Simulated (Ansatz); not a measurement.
Predict the output of the script below (Ansatz 0.2.0 through its Python package).

`pbs_ddh.py`
```python
import ansatz as az
import numpy as np


def count_gap(report):
    # lowest empty less highest filled band, counting bands; zero where they overlap
    return max(report.get('gap_by_band_count_ev') or 0.0, 0.0)

pbs = (
    az.Lattice.fcc(5.9315)
    .space_group(225)
    .atom('Pb', [0.0, 0.0, 0.0])
    .atom('S', [0.5, 0.0, 0.0])
    .primitive()
)

model = pbs.calculation()
model = model.kpoints(4, 4, 4, center='gamma')
model = model.basis(420).occupations('fixed')
model = model.band_table()
semilocal = model.functional('pbe').run().report
hybrid = model.functional(exchange='pbe', correlation='pbe', exact_fraction='inverse_dielectric').run().report
alpha = hybrid['hybrid']['exact_exchange_fraction']
print(f'fraction of exact exchange {alpha:.4f}, so eps_inf = {1 / alpha:.2f}')
print(f'gap by band count: {count_gap(semilocal):.3f} eV semilocal, {count_gap(hybrid):.3f} eV hybrid')
```

```console
$ python pbs_ddh.py
fraction of exact exchange 0.0583, so eps_inf = 17.14
gap by band count: 0.357 eV semilocal, 0.592 eV hybrid
```

The fraction is 0.0583, one over a mean dielectric constant (a third of the trace) of 17.14. It opens the gap from 0.357 to 0.592 eV, by 0.23 eV.

Reading the output:
- The k-point mesh is coarse, and energy and stress weren't tested for convergence.
- Of the deposited cell: the entry's cell lengths or inner coordinates differ somewhat from later room-temperature determinations.
- The starting cell is as deposited in a crystallographic database; the results hold for this polymorph, which needn't be the stable one.
- Levels are Kohn-Sham eigenvalues on this mesh, without spin-orbit coupling.
- The gaps are those of a coarse mesh; the run finds the dielectric constant of the semilocal functional on meshes of its own.
- Finished in 38 s on 1 thread of Intel(R) Xeon(R) Processor @ 2.30GHz, with other jobs on the host, peak memory 0.95 GiB.
